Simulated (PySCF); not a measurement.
**GeF2: singlet, from a PBE0 minimum start**

Where does singlet GeF2 go from a PBE0 minimum start, is the end point a minimum, and what are its modes, charges and moments?

Program: PySCF 2.14.0. Level of theory: PBE0, basis Ge def2-TZVP, F def2-TZVP, no relativity, density fitting. These are calculated values, not measurements.

### 1 Starting geometry

3 atoms, charge 0, spin multiplicity 1.

Bond lengths: Ge1–F2 1.745 Å, Ge1–F3 1.745 Å. Angles: F2–Ge1–F3 97.1°.

Coordinates in bohr (charge 0 multiplicity 1):
```
Ge    0.0000    0.0000   -0.7379
F     2.4722    0.0000    1.4439
F    -2.4722    0.0000    1.4439
```

### 2 First SCF at the start

The steps below are one call of a driver around PySCF. For each, scf.py gives the equivalent set-up of the SCF; relaxations use the driver's own optimiser. After this first run the driver tries any further starts and a stability analysis.

scf.py reads:

```python
from pyscf import gto, scf, dft
mol = gto.M(atom='''
Ge     0.000000     0.000000    -0.390500
F      1.308220    -0.000000     0.764079
F     -1.308220     0.000000     0.764079''',
    basis={'Ge': 'def2-TZVP', 'F': 'def2-TZVP'},
    charge=0, spin=0)
mf = dft.RKS(mol, xc='PBE0')
mf.grids.atom_grid = (50, 194)
aux = {'Ge': 'def2-universal-JKFIT', 'F': 'def2-universal-JKFIT'}
mf = mf.density_fit(auxbasis=aux)
mf.conv_tol = 1e-08
mf.diis_space = 10
mf.max_cycle = 60
mf.init_guess = 'minao'
mf.verbose = 4
mf.kernel()
```

Command:

```console
> OMP_NUM_THREADS=2 python axn.py task.json out
```

The program printed:

```text
init E= -2275.76543244158
  HOMO = -0.305779653124254  LUMO = -0.0900109299909815  gap/eV = 5.87137
cycle= 1 E= -2276.25074720345  delta_E= -0.485  |g|= 1.05  |ddm|= 1.53
  HOMO = -0.241952464078713  LUMO = -0.107699701083966  gap/eV = 3.65320
cycle= 2 E= -2275.74847577967  delta_E= 0.502  |g|= 2.09  |ddm|= 1.46
  HOMO = -0.332923207232845  LUMO = -0.0986807638828324  gap/eV = 6.37406
cycle= 3 E= -2276.40455097996  delta_E= -0.656  |g|= 0.171  |ddm|= 0.976
  HOMO = -0.326504855912283  LUMO = -0.0947173864937909  gap/eV = 6.30726
cycle= 4 E= -2276.40751426261  delta_E= -0.00296  |g|= 0.0559  |ddm|= 0.0974
  HOMO = -0.328953272033374  LUMO = -0.0953088813301335  gap/eV = 6.35779
cycle= 5 E= -2276.40780536539  delta_E= -0.000291  |g|= 0.00616  |ddm|= 0.0245
  HOMO = -0.328379305278979  LUMO = -0.0947300228011301  gap/eV = 6.35792
cycle= 6 E= -2276.40781384509  delta_E= -8.48e-06  |g|= 0.000573  |ddm|= 0.00528
  HOMO = -0.328430814269396  LUMO = -0.0947483068007742  gap/eV = 6.35882
cycle= 7 E= -2276.4078139191  delta_E= -7.4e-08  |g|= 0.000199  |ddm|= 0.000771
  HOMO = -0.328445634080708  LUMO = -0.094770626890984  gap/eV = 6.35862
cycle= 8 E= -2276.40781392589  delta_E= -6.79e-09  |g|= 3.38e-05  |ddm|= 0.000166
  HOMO = -0.328437671717047  LUMO = -0.0947664997416453  gap/eV = 6.35852
Extra cycle  E= -2276.40781392576  delta_E= 1.27e-10  |g|= 4.81e-05  |ddm|= 4.23e-05
converged SCF energy = -2276.40781392576
```

This step, with its further starts and checks, took 8.6 s on 2 threads of Arm Neoverse N1, shared host.

No lower closed-shell solution turned up in the test of internal stability.

### 3 Relaxation: PBE0 minimum start, singlet

The program finds C2v symmetry in the start, which this walk keeps. The walk stops when the largest gradient is under 0.0003 Eh/bohr and the energy has settled too.

Changes to scf.py since step 2:

```diff
@@ -3,3 +3,3 @@
-Ge     0.000000     0.000000    -0.390500
-F      1.308220    -0.000000     0.764079
-F     -1.308220     0.000000     0.764079''',
+Ge     0.000000     0.000000    -0.391986
+F      1.308220     0.000000     0.762593
+F     -1.308220     0.000000     0.762593''',
@@ -15 +14,0 @@
-mf.init_guess = 'minao'
```

Steps of the walk:

| step | energy (Eh) | change (kJ/mol) | largest symmetric gradient (Eh/bohr) |
| --- | --- | --- | --- |
| 0 | -2276.407814 | 0.00 | 0.00082 |
| 1 | -2276.407818 | -0.01 | 0.00039 |
| 2 | -2276.407819 | -0.01 | 0.00002 |

The walk took 6 s.

Geometry (Å) and forces (eV/Å) at some steps:

```
step 0
Ge   0.000   0.000  -0.392   0.000   0.000  -0.042
F    1.308   0.000   0.763  -0.012   0.000   0.021
F   -1.308   0.000   0.763   0.012   0.000   0.021
step 1
Ge   0.000   0.000  -0.396   0.000   0.000   0.020
F    1.303   0.000   0.765   0.001   0.000  -0.010
F   -1.303   0.000   0.765  -0.001   0.000  -0.010
step 2
Ge   0.000   0.000  -0.395   0.000   0.000  -0.001
F    1.304   0.000   0.764   0.000   0.000   0.001
F   -1.304   0.000   0.764   0.000   0.000   0.001
```

It settles in C2v symmetry, 0.0 kJ/mol below the start, after 2 steps: Ge–F 1.745 Å (×2); F–Ge–F 96.8°.

### 4 Is it a minimum? Harmonic modes

On the finer grid the gradient is checked again; gradients at displacements of ±0.02 bohr then give force constants and infrared intensities.

Changes to scf.py since step 3:

```diff
@@ -3,3 +3,3 @@
-Ge     0.000000     0.000000    -0.391986
-F      1.308220     0.000000     0.762593
-F     -1.308220     0.000000     0.762593''',
+Ge     0.000000     0.000000    -0.390503
+F      1.308220     0.000000     0.764078
+F     -1.308220     0.000000     0.764078''',
@@ -9 +9 @@
-mf.grids.atom_grid = (50, 194)
+mf.grids.atom_grid = (75, 302)
@@ -12 +12 @@
-mf.conv_tol = 1e-08
+mf.conv_tol = 1e-10
```

The driver hands on the density of the step before, so the log starts near convergence.

SCF at the final geometry:

```text
init E= -2276.40758281666
  HOMO = -0.328446536114342  LUMO = -0.0947716400346224  gap/eV = 6.35862
cycle= 1 E= -2276.40758281666  delta_E= 4.55e-13  |g|= 2.55e-06  |ddm|= 1.92e-06
  HOMO = -0.328446714309443  LUMO = -0.0947717691837937  gap/eV = 6.35862
Extra cycle  E= -2276.40758281665  delta_E= 4.55e-13  |g|= 2.82e-06  |ddm|= 2.04e-06
converged SCF energy = -2276.40758281665
```

The whole step took 32 s.

Geometry: C2v; Ge–F 1.745 Å (×2); F–Ge–F 97.1°.

Harmonic modes (main isotopes):

```json
{"symmetry": "a1", "ω (cm⁻¹)": "259", "IR (km/mol)": "12.7"}
{"symmetry": "b2", "ω (cm⁻¹)": "667", "IR (km/mol)": "139"}
{"symmetry": "a1", "ω (cm⁻¹)": "694", "IR (km/mol)": "100"}
```

Every mode is real; the point is a minimum.

Properties at this point:

| Property | Result |
| --- | --- |
| Dipole moment | 2.47 D |
| Highest occupied level | -8.94 eV |
| Lowest empty level | -2.58 eV |
| Rotational constants | 0.5039, 0.2592, 0.1712 cm⁻¹ |
| Zero-point energy | 9.7 kJ/mol |
| Principal polarisabilities | 24.9, 26.7, 29.4 bohr³ |
| Atomisation energy without zero-point energy | 1050 kJ/mol |
| Principal traceless quadrupole moments about the centre of mass | -4.66, -1.15, 5.81 D Å |
| Entropy at 298.15 K and 1 bar | 271.2 J/(mol K) |
| Heat capacity Cp at 298.15 K | 47.8 J/(mol K) |
| Enthalpy at 298.15 K above 0 K | 11.79 kJ/mol |
| Rotational symmetry number | 2 |

Populations by atom (charges in e):

```tsv
atom	Mulliken	Löwdin	polar tensor	Mayer order to Ge1
Ge1	0.73	0.36	1.24	–
F2,3	-0.36	-0.18	-0.62	0.96
```

Outer orbital energies (eV). occupied: -31.65, -15.52, -12.92, -12.22, -12.18, -11.52, -11.18, -8.94; empty: -2.58, 0.04, 0.87, 6.04.

Mulliken populations on Ge1: s 7.91, p 13.04, d 10.24, f 0.08.

### 5 Outcome

```
                                 quantity                            value
                                  minimum                     singlet, C2v
                                 geometry  Ge–F 1.745 Å (×2); F–Ge–F 97.1°
                       wavenumbers (cm⁻¹)     259 (a1), 667 (b2), 694 (a1)
                            dipole moment                           2.47 D
     highest occupied, lowest empty level                  -8.94, -2.58 eV
               polar-tensor charge of Ge1                          +1.24 e
                        zero-point energy                       9.7 kJ/mol
                      entropy at 298.15 K                  271.2 J/(mol K)
atomisation energy (no zero-point energy)                      1050 kJ/mol
```

**Reading.** The PBE0 minimum start keeps its C2v symmetry and ends in a minimum. In the infrared the band at 667 cm⁻¹ (b2, stretch) leads. Other starts or spin states, not run here, may lie lower.

The search up to here took 47 s.
